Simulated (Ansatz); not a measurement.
# C3H8Cl2GaN: small, medium and large basis sets

An exercise on one series of results from a longer session: the logs are not shown, and one member is left open.

Program: Ansatz 0.2.0, Gaussian basis. Level of theory: one geometry, several basis sets. These are calculated values, not measurements.

Plan: PBE0-D4/def2-SVP; ωB97M-V/def2-SVP; PBE0-D4/def2-QZVPP; ωB97M-V/def2-QZVPP; the functionals' def2-TZVPP values are taken from earlier runs.

### The relaxed structure

All runs share one geometry, relaxed beforehand with PBE0-D4 in a triple-zeta def2 set.

SMILES `CC(C)[NH][Ga]([Cl])[Cl]`, 15 atoms, charge 0, spin multiplicity 1.

Atoms are counted from 1 here; the program's logs count them from 0.

Bond lengths: C1–C2 1.522 Å, C1–H8 1.091 Å, C1–H9 1.095 Å, C1–H10 1.093 Å, C2–C3 1.522 Å, C2–N4 1.454 Å, C2–H11 1.096 Å, C3–H12 1.091 Å, C3–H13 1.093 Å, C3–H14 1.095 Å, N4–Ga5 1.791 Å, N4–H15 1.009 Å, Ga5–Cl6 2.128 Å, Ga5–Cl7 2.126 Å. Angles: C2–C1–H8 110.8°, C2–C1–H9 110.5°, C2–C1–H10 111.1°, H8–C1–H9 108.1°, H8–C1–H10 108.5°, H9–C1–H10 107.8°, C1–C2–C3 111.4°, C1–C2–N4 111.0°, C1–C2–H11 108.2°, C3–C2–N4 111.0°, C3–C2–H11 108.2°, N4–C2–H11 106.8°, C2–C3–H12 110.8°, C2–C3–H13 111.1°, C2–C3–H14 110.5°, H12–C3–H13 108.5°, H12–C3–H14 108.1°, H13–C3–H14 107.8° and more.

Set-up of the first run:

in.yaml reads:

```yaml
crystal:
  periodic: [false, false, false]
  atoms:
    - {symbol: C, position_ang: [-1.539491, -0.708695, -0.337619]}
    - {symbol: C, position_ang: [-0.284887, -0.144398, 0.312752]}
    - {symbol: C, position_ang: [0.388668, -1.175184, 1.206743]}
    - {symbol: N, position_ang: [0.639605, 0.361488, -0.688604]}
    - {symbol: Ga, position_ang: [1.203079, 2.050251, -0.884476]}
    - {symbol: Cl, position_ang: [0.508062, 3.564818, 0.438270]}
    - {symbol: Cl, position_ang: [2.566105, 2.578415, -2.428067]}
    - {symbol: H, position_ang: [-2.033231, 0.048613, -0.949180]}
    - {symbol: H, position_ang: [-1.287529, -1.555534, -0.983908]}
    - {symbol: H, position_ang: [-2.247649, -1.062816, 0.415526]}
    - {symbol: H, position_ang: [-0.576841, 0.708830, 0.934990]}
    - {symbol: H, position_ang: [1.267523, -0.749945, 1.694661]}
    - {symbol: H, position_ang: [-0.296881, -1.534766, 1.978004]}
    - {symbol: H, position_ang: [0.712164, -2.039391, 0.617837]}
    - {symbol: H, position_ang: [0.981295, -0.341665, -1.326940]}
basis:
  gaussian: {orbitals: def2-SVP}
hamiltonian: {xc: pbe0, dispersion: d4}
output: {orbitals: {seedname: orbitals}}
```

Launch:

```sh
ansatz run in.yaml --threads 2 --pin off --events-out ev --progress --plain --max-ram 32768MiB --backend cpu
```

Among the steps run: PBE0-D4 in def2-SVP; ωB97M-V in def2-SVP; PBE0-D4 in def2-QZVPP; ωB97M-V in def2-QZVPP.

One table of the session follows, with a row left open; its other results are not shown here.

```
functional       basis  HOMO (eV)
   PBE0-D4    def2-SVP      -7.20
   PBE0-D4  def2-TZVPP      -7.30
   PBE0-D4  def2-QZVPP          ?
   ωB97M-V    def2-SVP      -9.48
   ωB97M-V  def2-TZVPP      -9.61
   ωB97M-V  def2-QZVPP      -9.65
```

Estimate the missing values for PBE0-D4, def2-QZVPP.

As computed: HOMO (eV): -7.33. In the column «HOMO (eV)» it lies between ωB97M-V, def2-SVP (-9.48) and PBE0-D4, def2-TZVPP (-7.30).
